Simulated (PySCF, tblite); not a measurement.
**C₂H₅OSi radical: geometry, infrared bands and EPR parameters**

What infrared bands and EPR parameters should C₂H₅OSi radical (`O=[C]C[SiH3]`) show?

The runs use tblite 0.8.0 and PySCF 2.14.0, with density-fitted response routines of our own; the level of theory stands in each step. All values are computed, except where a source is named. Atoms are numbered from 0 throughout.

## Step 1: The molecule as given

9 atoms, charge 0, multiplicity 2; geometry from: force field or distance geometry start.

Bonds of the start (Å): O0–C1 1.22, C1–C2 1.51, C2–Si3 1.89, C2–H4 1.12, C2–H5 1.10, Si3–H6 1.47, Si3–H7 1.44, Si3–H8 1.49.

## Step 2: Geometry optimisation with GFN2-xTB

Job settings and geometry (Å):

```
{"job": {"kind": "relax", "xc": "GFN2-xTB", "basis": "xTB"}, "charge": 0, "multiplicity": 2}
O      0.973900     1.898800    -0.145600
C      1.330100     0.865900    -0.695400
C      0.826900    -0.394500    -0.041600
Si    -1.043200    -0.189200     0.109200
H      1.283600    -0.484300     0.974600
H      1.089100    -1.287100    -0.632200
H     -1.344400     1.243200    -0.035300
H     -1.626200    -0.924100    -0.989900
H     -1.476100    -0.722600     1.431000
```

Started as:

```bash
> OMP_NUM_THREADS=1 python probes_run.py task.json out
```

One launch serves the whole session: the jobs run in the order shown.

What it wrote:

```text
step      E/eV     max force
  0    -340.56066    3.539
  1    -340.66906    4.065
  2    -340.79208    0.855
  3    -340.82374    0.690
  4    -340.85454    0.720
  5    -340.86935    0.395
  6    -340.87972    0.354
  7    -340.89463    0.563
  8    -340.91193    0.535
  9    -340.92349    0.297
 10    -340.92914    0.202
 11    -340.93308    0.218
 12    -340.93741    0.322
 13    -340.94079    0.279
 14    -340.94250    0.131
 15    -340.94338    0.074
 16    -340.94414    0.093
 17    -340.94490    0.120
 18    -340.94549    0.107
 19    -340.94583    0.052
 20    -340.94608    0.048
 21    -340.94626    0.056
 22    -340.94637    0.034
 23    -340.94647    0.048
 24    -340.94657    0.032
 25    -340.94667    0.030
 26    -340.94675    0.026
 27    -340.94679    0.018
 28    -340.94682    0.018
 29    -340.94686    0.020
 30    -340.94691    0.031
 31    -340.94697    0.030
 32    -340.94702    0.023
 33    -340.94706    0.017
 34    -340.94709    0.018
 35    -340.94713    0.024
 36    -340.94717    0.021
 37    -340.94724    0.027
 38    -340.94733    0.034
 39    -340.94745    0.043
 40    -340.94759    0.044
 41    -340.94773    0.037
 42    -340.94785    0.033
 43    -340.94800    0.046
 44    -340.94828    0.064
 45    -340.94877    0.080
 46    -340.94925    0.097
 47    -340.94834    0.479
 48    -340.94999    0.055
 49    -340.95025    0.056
 50    -340.95092    0.075
 51    -340.95123    0.068
 52    -340.95173    0.086
 53    -340.95205    0.085
 54    -340.95249    0.152
 55    -340.95315    0.100
 56    -340.95144    0.639
 57    -340.95387    0.047
 58    -340.95427    0.042
 59    -340.94068    1.324
 60    -340.95467    0.048
 61    -340.95495    0.048
 62    -340.95060    0.842
 63    -340.95554    0.073
 64    -340.95593    0.050
 65    -340.94957    0.942
 66    -340.95643    0.033
 67    -340.95678    0.035
 68    -340.95126    0.893
 69    -340.95741    0.031
 70    -340.95782    0.040
 71    -340.95580    0.612
 72    -340.95863    0.060
 73    -340.95903    0.064
 74    -340.95899    0.360
 75    -340.95987    0.080
 76    -340.96016    0.068
 77    -340.96084    0.142
 78    -340.96121    0.039
 79    -340.96149    0.037
 80    -340.96160    0.037
 81    -340.96165    0.018
 82    -340.96167    0.036
 83    -340.96168    0.029
 84    -340.96170    0.015
 85    -340.96171    0.015
 86    -340.96173    0.012
 87    -340.96175    0.014
 88    -340.96176    0.016
 89    -340.96178    0.017
 90    -340.96180    0.020
 91    -340.96181    0.018
 92    -340.96183    0.014
 93    -340.96184    0.013
 94    -340.96188    0.016
 95    -340.96196    0.024
 96    -340.96210    0.049
 97    -340.96228    0.097
 98    -340.96258    0.106
 99    -340.96293    0.053
100    -340.96278    0.304
101    -340.96329    0.042
102    -340.96351    0.031
103    -340.94876    1.611
104    -340.96386    0.040
105    -340.96409    0.047
106    -340.95938    0.956
107    -340.96472    0.080
108    -340.96522    0.062
109    -340.90756    2.880
110    -340.96544    0.063
111    -340.96563    0.057
112    -340.89916    2.998
113    -340.96584    0.060
114    -340.96603    0.058
115    -340.91949    2.532
116    -340.96627    0.058
117    -340.96647    0.050
118    -340.95716    1.229
119    -340.96682    0.036
120    -340.96707    0.023
121    -340.96642    0.476
122    -340.96742    0.053
123    -340.96754    0.088
124    -340.96765    0.180
125    -340.96772    0.147
126    -340.96809    0.027
127    -340.96859    0.035
128    -340.84845    3.605
129    -340.96874    0.061
130    -340.96885    0.077
131    -340.96986    0.101
132    -340.95837    1.119
133    -340.97041    0.058
134    -340.97078    0.031
135    -340.91543    2.748
136    -340.97104    0.028
137    -340.97127    0.026
138    -340.87961    3.460
139    -340.97150    0.027
140    -340.97170    0.028
141    -340.95792    1.528
142    -340.97213    0.032
143    -340.97247    0.027
144    -340.95225    1.742
145    -340.97273    0.026
146    -340.97295    0.025
147    -340.96126    1.352
148    -340.97321    0.025
149    -340.97342    0.032
150    -340.97069    0.738
151    -340.97374    0.046
152    -340.97392    0.068
153    -340.97399    0.267
154    -340.97419    0.113
155    -340.97426    0.112
156    -340.97449    0.096
157    -340.97456    0.037
158    -340.97458    0.006
```

Run time: 0.52 s. Hardware: 1 thread of Arm Neoverse V1, shared host.

Relaxation path: (not every step is listed) (the energy doesn't fall at every step)

```
step  energy from step 0 (eV)  largest force (eV/Å)
   0                   0.0000                3.5389
   1                  -0.1084                4.0648
   2                  -0.2314                0.8549
   3                  -0.2631                0.6905
   4                  -0.2939                0.7196
   5                  -0.3087                0.3947
   6                  -0.3191                0.3544
   7                  -0.3340                0.5630
   8                  -0.3513                0.5348
  22                  -0.3857                0.0338
  36                  -0.3865                0.0209
  50                  -0.3903                0.0753
  64                  -0.3953                0.0505
  78                  -0.4006                0.0395
  92                  -0.4012                0.0141
 106                  -0.3987                0.9557
 120                  -0.4064                0.0227
 134                  -0.4101                0.0309
 148                  -0.4126                0.0247
 153                  -0.4133                0.2671
 154                  -0.4135                0.1133
 155                  -0.4136                0.1122
 156                  -0.4138                0.0960
 157                  -0.4139                0.0371
 158                  -0.4139                0.0057
```

Close pairs (by a distance rule), those that changed most:

```
  bond  before (Å)  after (Å)  change (Å)
 C1–C2       1.506      1.457      -0.050
C2–Si3       1.887      1.927      +0.040
 O0–C1       1.223      1.196      -0.027
Si3–H8       1.490      1.463      -0.026
 C2–H4       1.118      1.095      -0.023
Si3–H7       1.445      1.462      +0.017
 C2–H5       1.102      1.090      -0.012
Si3–H6       1.471      1.459      -0.012
```

The end geometry stands in the next job.

## Step 3: Infrared spectrum with GFN2-xTB

Job settings and geometry (Å):

```
{"job": {"kind": "ir", "xc": "GFN2-xTB", "basis": "xTB"}, "charge": 0, "multiplicity": 2}
O      1.357798     1.866344    -0.895054
C      1.291419     0.672295    -0.883328
C      0.813228    -0.285958     0.104275
Si    -1.112046    -0.227091     0.160248
H      1.195898    -0.030468     1.097427
H      1.137367    -1.295983    -0.144650
H     -1.527678     1.063190     0.700704
H     -1.620205    -0.426899    -1.195882
H     -1.522220    -1.329436     1.031080
```

What it wrote:

```text
mode    cm-1     km/mol
  1      88.3      4.02
  2     103.6      0.84
  3     190.2      0.29
  4     434.6     10.01
  5     504.6     34.91
  6     532.1     25.23
  7     677.0     47.78
  8     758.4     92.81
  9     766.8    227.75
 10     778.2    318.33
 11     787.4    143.60
 12     994.9     49.10
 13    1042.8      9.12
 14    1136.7     69.17
 15    1429.5      4.14
 16    1864.8    432.59
 17    2272.1    278.00
 18    2289.0    256.25
 19    2312.3    259.94
 20    2900.7     19.49
 21    2985.2     18.46
```

Run time: 0.13 s. Hardware: 1 thread of Arm Neoverse V1, shared host.

The strongest bands and the atoms that carry them (share of the mass-weighted mode):

```
cm⁻¹  km/mol                               atoms
 758    92.8                    H8 46 %, H6 32 %
 767   227.8                    H6 50 %, H7 39 %
 778   318.3           H7 39 %, H8 32 %, H6 16 %
 787   143.6  H5 22 %, H4 22 %, C2 20 %, H7 13 %
1865   432.6                    C1 60 %, O0 39 %
2272   278.0                             H8 97 %
2289   256.2                             H7 97 %
2312   259.9                             H6 97 %
```

## Step 4: EPR parameters: B3LYP/pcH-1

The job, as its differences from that of step 3:

```diff
@@ -1,2 +1,2 @@
-{"job": {"kind": "ir", "xc": "GFN2-xTB", "basis": "xTB"}, "charge": 0, "multiplicity": 2}
+{"job": {"kind": "epr", "basis": "pcH-1"}, "charge": 0, "multiplicity": 2}
 O      1.357798     1.866344    -0.895054
```

Method: UKS B3LYP, pcH-1 on C H O Si, non-relativistic, mean-field spin-orbit, GIAO.

What it wrote:

```text
UKS, coarse grid
  cycle   1  E = -443.79377936  |g| = 5.30e-01
  cycle   2  E = -443.24865025  |g| = 1.28e+00
  cycle   3  E = -443.89242529  |g| = 1.25e-01
  cycle   4  E = -443.89846928  |g| = 5.39e-02
  cycle   5  E = -443.89984872  |g| = 9.12e-03
  cycle   6  E = -443.89988345  |g| = 3.00e-03
  cycle   7  E = -443.89988773  |g| = 7.85e-04
UKS, final grid
  cycle   1  E = -443.89988300  |g| = 9.39e-04
  cycle   2  E = -443.89988209  |g| = 1.84e-03
  cycle   3  E = -443.89988338  |g| = 3.54e-04
  cycle   4  E = -443.89988343  |g| = 2.71e-05
  cycle   5  E = -443.89988343  |g| = 1.76e-05
E = -443.89988343 Eh   <S^2> = 0.7525 (exact 0.7500)
g shifts (ppm)      1          2          3
  rmc          -221       -221       -221
  gc             36         13        -42
  oz_so       -6839         27       2443
  total       -7024       -181       2180
hyperfine (MHz)  atom isotope    a_iso     a_fc   dipolar eigenvalues
    0   17O     -43.21     -43.54   -108.52     50.70     57.82
    1   13C     336.01     336.43    -51.88    -49.80    101.68
    2   13C     161.34     161.38    -12.43    -10.43     22.85
    3  29Si       0.29       0.28     -3.24      1.34      1.90
    4    1H      34.67      34.67     -7.71     -3.10     10.81
    5    1H      17.76      17.78     -8.83     -6.53     15.37
    6    1H      -0.89      -0.89     -1.78     -1.38      3.15
    7    1H      -1.49      -1.49     -2.26     -1.69      3.95
    8    1H       0.70       0.70     -1.50     -0.74      2.24
```

Wall time 15 s (1 thread of Arm Neoverse V1, shared host); peak memory 0.62 GiB.

Principal g values 1.99530, 2.00214, 2.00450; g(iso) = 2.00064, against 2.00232 for a free electron.

Hyperfine couplings; where a row names several nuclei, a(iso) is their mean (it holds for fast rotation or exchange) and the dipolar term the largest among them:

```
    nuclei  isotope  a(iso) (MHz)  a(iso) (G, at g = 2.0023)  largest dipolar term (MHz)
        C1      13C         336.0                      119.9                       101.7
        C2      13C         161.3                       57.6                        22.9
        O0      17O         -43.2                      -15.4                      -108.5
    H4, H5       1H          26.2                        9.4                        15.4
H6, H7, H8       1H          -0.6                       -0.2                         4.0
       Si3     29Si           0.3                        0.1                        -3.2
```

Mulliken spin populations:

```
atom  value (e)
  O0       0.24
  C1       0.65
  C2       0.03
 Si3       0.03
  H4       0.04
  H5       0.00
  H6       0.00
  H7       0.00
  H8       0.00
```

In first order the couplings over 0.8 MHz of 1H give 3 distinct lines over 18.7 G, if the averaged nuclei exchange fast; the same motion can average rows kept apart here too.

Orbitals, density, ELF and potential are computed afterwards from the orbital file.

ELF in a plane through or near 4 of the atoms.

Ten even steps from ' ' (0.00) to '@' (1.00):
```
                                                        
                                                        
                                                        
            ........                                    
        ..--==**++==::..      ..::::..                  
      ..==**%%%%%%##++::    ..--++++==....              
      ..**%%%%::==##**--    ::==####**--..              
      ::++##%%::--##++::    ::--::------..              
      ..--++**##%%**====::----  ++**....::....          
        ..::==++++++####**%%##..####====##**==::        
          ..--====##%%##==##@@--==++::%%@@@@%%**..      
            ..::--**##::**--%%##::++%%@@@@@@@@@@--      
                ..--++++::==++==--##@@@@@@@@@@@@==      
                ..::==******--..  --%%@@@@@@@@%%::      
                  ..--==++==..      ==@@@@@@%%==        
                    ..::::::          ==++--..          
                                                        
                                                        
                                                        
                                                        
```
The map spans 9.5 Å across and 8.2 Å up, centred on the molecule. Atoms in the plane (x, y in Å): O0 (-2.1, 1.2), C2 (-0.6, -0.6), Si3 (1.1, 0.3), H8 (2.1, -0.8).

On the surface of density 0.002 e/bohr³ the electrostatic potential runs, from the 1st to the 99th percentile, from -1.37 V near O0 to 1.42 V near H7.

The spin density lies nearest to C1 57 %; O0 27 %; C2 8 %.

## Step 5: Results

| quantity | value |
| --- | --- |
| strongest single infrared mode (GFN2-xTB) | 1865 cm⁻¹, 433 km/mol |
| zero-point energy (GFN2-xTB) | 35.5 kcal/mol |
| g(iso) (B3LYP) | 2.00064 |
| ⟨S²⟩ | 0.753 (exact 0.75) |
| largest a(iso) (averaged by class) | 13C on C1, 336.0 MHz |
| potential on the surface of density 0.002 e/bohr³, 1st and 99th percentile | -1.37 V and 1.42 V |

**Reading.** The optimisation took 158 steps and gained 0.414 eV; among the close pairs (by a distance rule), C1–C2 changed most, from 1.506 to 1.457 Å. No mode is imaginary among the 21: a minimum at this level. The strongest single mode, at 1865 cm⁻¹, moves mainly C1 and O0. Unscaled tight-binding wavenumbers are off by several per cent, some by more. Its intensities can rank the bands wrongly. C1 carries the largest spin population, 0.65 e. The isotropic g lies 1.7 ppt below the free-electron value. These values are for one conformer; the search (at its own cheap level) found 1 more, at 0.29 kcal/mol, and measured spectra average over such forms.
